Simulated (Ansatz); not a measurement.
# BrClH2Zn (built from SMILES [Cl][Zn][Br].[H][H]): Born-Oppenheimer dynamics

The task is to watch the atoms for 80 steps of 0.5 fs, started with velocities for 700 K and run with a Nosé-Hoover thermostat, and see to which side of the barrier the system falls.

Method: PBE0-D4/STO-3G; program: Ansatz 0.2.0, Gaussian basis.

**1. Where the work starts**

The start, a first-order saddle point found at PBE0-D4 in triple zeta: 5 atoms, charge 0, spin multiplicity 1.

Atoms are counted from 1 here; the program's logs count them from 0.

Bond lengths: Zn1–Br2 2.639 Å, Zn1–Cl3 2.098 Å, Zn1–H4 1.859 Å, Zn1–H5 1.642 Å, Br2–H4 1.656 Å. Angles: Br2–Zn1–Cl3 128.2°, Br2–Zn1–H4 38.5°, Br2–Zn1–H5 76.6°, Cl3–Zn1–H4 166.7°, Cl3–Zn1–H5 155.2°, H4–Zn1–H5 38.1°, Zn1–Br2–H4 44.3°, Zn1–H4–Br2 97.2°.

As a file:

```xyz
5
BrClH2Zn
Zn   -0.5430    0.0678    0.3914
Br    1.0827   -0.8364   -1.4810
Cl   -2.4722   -0.6033    0.8706
H     1.1460    0.3526   -0.3306
H     0.7865    1.0192    0.5496
```

**2. The run**

File md/in.yaml:

```yaml
crystal:
  periodic: [false, false, false]
  atoms:
    - {symbol: Zn, position_ang: [-0.542952, 0.067843, 0.391376]}
    - {symbol: Br, position_ang: [1.082696, -0.836396, -1.480951]}
    - {symbol: Cl, position_ang: [-2.472229, -0.603287, 0.870621]}
    - {symbol: H, position_ang: [1.145953, 0.352637, -0.330634]}
    - {symbol: H, position_ang: [0.786532, 1.019203, 0.549589]}
basis:
  gaussian: {orbitals: STO-3G}
hamiltonian: {xc: pbe0, dispersion: d4}
md: {n_steps: 80, timestep: 0.5, temperature: 700, ensemble: nvt_nose_hoover, seed: 384, initial_velocities: maxwell_boltzmann}
```

On the command line:

```sh
$ ansatz run in.yaml --threads 4 --pin off --events-out ev --progress --plain --max-ram 9574MiB
```

What does the calculation give? Wanted: temperature at the start; mean temperature, second half; lowest and highest potential energy, from the first frame; largest change of potential + kinetic; bonds lost by distance.

As calculated:

| quantity | value |
| --- | --- |
| length | 80 steps, 40.0 fs |
| temperature at the start | 700 K |
| mean temperature, second half | 1252 K |
| lowest and highest potential energy, from the first frame | -372 and 63 meV |
| largest change of potential + kinetic | 52.0 meV |
| bonds lost by distance | Zn1–H4 |

In words: By the last frame it has moved towards the side where Zn1–H5, Br2–H4 form. The system runs downhill by 0.37 eV, and that energy turns into motion. The thermostat trades energy with the molecule, so the sum of potential and kinetic energy isn't conserved: it changes by -52 meV over the run. The mean temperature of the second half is still well above the 700 K set. With 5 atoms the instant temperature spans 541 to 1618 K.
